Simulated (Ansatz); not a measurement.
**C3H8AlN: basis-set convergence**

An exercise on one series of results from a longer session: the logs are not shown, and one member is left open.

Program: Ansatz 0.2.0, Gaussian basis. Level of theory: one geometry, several basis sets. These are calculated values, not measurements.

The runs, in order: PBE0-D4/def2-SVP; ωB97M-V/def2-SVP; PBE0-D4/def2-QZVPP; ωB97M-V/def2-QZVPP; the functionals' def2-TZVPP values are taken from earlier runs.

## Structure used throughout

The geometry comes from an earlier relaxation with PBE0-D4 in a triple-zeta def2 set; it is a stationary point, not always the lowest conformer.

13 atoms, charge 0, spin multiplicity 1.

Atoms are counted from 1 here; the program's logs count them from 0.

Bond lengths: C1–C2 1.495 Å, C1–H6 1.098 Å, C1–H7 1.097 Å, C1–H8 1.090 Å, C2–C3 1.352 Å, C2–H9 1.085 Å, C3–N4 1.385 Å, C3–Al5 1.937 Å, N4–H10 1.005 Å, N4–H11 1.009 Å, Al5–H12 1.593 Å, Al5–H13 1.585 Å. Angles: C2–C1–H6 111.7°, C2–C1–H7 111.4°, C2–C1–H8 111.9°, H6–C1–H7 106.6°, H6–C1–H8 107.3°, H7–C1–H8 107.6°, C1–C2–C3 124.0°, C1–C2–H9 117.8°, C3–C2–H9 118.1°, C2–C3–N4 121.7°, C2–C3–Al5 113.8°, N4–C3–Al5 124.5°, C3–N4–H10 117.2°, C3–N4–H11 117.7°, H10–N4–H11 113.1°, C3–Al5–H12 120.6°, C3–Al5–H13 117.7°, H12–Al5–H13 121.7°.

As a file:

```
C    -1.6593   -0.9036    0.4788
C    -0.5031    0.0245    0.6695
C     0.5103    0.1634   -0.2153
N     0.5765   -0.5980   -1.3702
Al    1.8493    1.4544    0.3247
H    -2.1957   -0.6977   -0.4570
H    -1.3302   -1.9489    0.4284
H    -2.3823   -0.8235    1.2905
H    -0.4696    0.6117    1.5813
H     1.1622   -0.2575   -2.1121
H    -0.2761   -1.0234   -1.7017
H     3.0585    1.8219   -0.6444
H     1.6801    2.1421    1.7423
```

The first run:

The input, in.yaml:

```yaml
crystal:
  periodic: [false, false, false]
  atoms:
    - {symbol: C, position_ang: [-1.659255, -0.903639, 0.478765]}
    - {symbol: C, position_ang: [-0.503093, 0.024495, 0.669499]}
    - {symbol: C, position_ang: [0.510288, 0.163381, -0.215261]}
    - {symbol: N, position_ang: [0.576457, -0.597983, -1.370183]}
    - {symbol: Al, position_ang: [1.849268, 1.454358, 0.324693]}
    - {symbol: H, position_ang: [-2.195663, -0.697669, -0.456962]}
    - {symbol: H, position_ang: [-1.330247, -1.948938, 0.428445]}
    - {symbol: H, position_ang: [-2.382334, -0.823489, 1.290480]}
    - {symbol: H, position_ang: [-0.469553, 0.611740, 1.581319]}
    - {symbol: H, position_ang: [1.162210, -0.257525, -2.112081]}
    - {symbol: H, position_ang: [-0.276060, -1.023407, -1.701724]}
    - {symbol: H, position_ang: [3.058502, 1.821865, -0.644387]}
    - {symbol: H, position_ang: [1.680080, 2.142110, 1.742297]}
basis:
  gaussian: {orbitals: def2-SVP}
hamiltonian: {xc: pbe0, dispersion: d4}
output: {orbitals: {seedname: orbitals}}
```

Steps of the session up to this table: PBE0-D4 in def2-SVP; ωB97M-V in def2-SVP; PBE0-D4 in def2-QZVPP; ωB97M-V in def2-QZVPP.

One of the session's tables, all rows but one given; the rest of the session is left out.

It belongs to the step «Functionals by basis». 

| functional | basis | HOMO (eV) | LUMO (eV) |
| --- | --- | --- | --- |
| PBE0-D4 | def2-SVP | -5.73 | -1.29 |
| PBE0-D4 | def2-TZVPP | -5.90 | -1.34 |
| PBE0-D4 | def2-QZVPP | -5.93 | -1.38 |
| ωB97M-V | def2-SVP | -7.86 | 0.40 |
| ωB97M-V | def2-TZVPP | -8.05 | 0.27 |
| ωB97M-V | def2-QZVPP | ? | ? |

Q: Estimate the row for ωB97M-V, def2-QZVPP from the others.

The run gave: HOMO (eV): -8.08; LUMO (eV): 0.10. In the column «HOMO (eV)» it is the lowest.
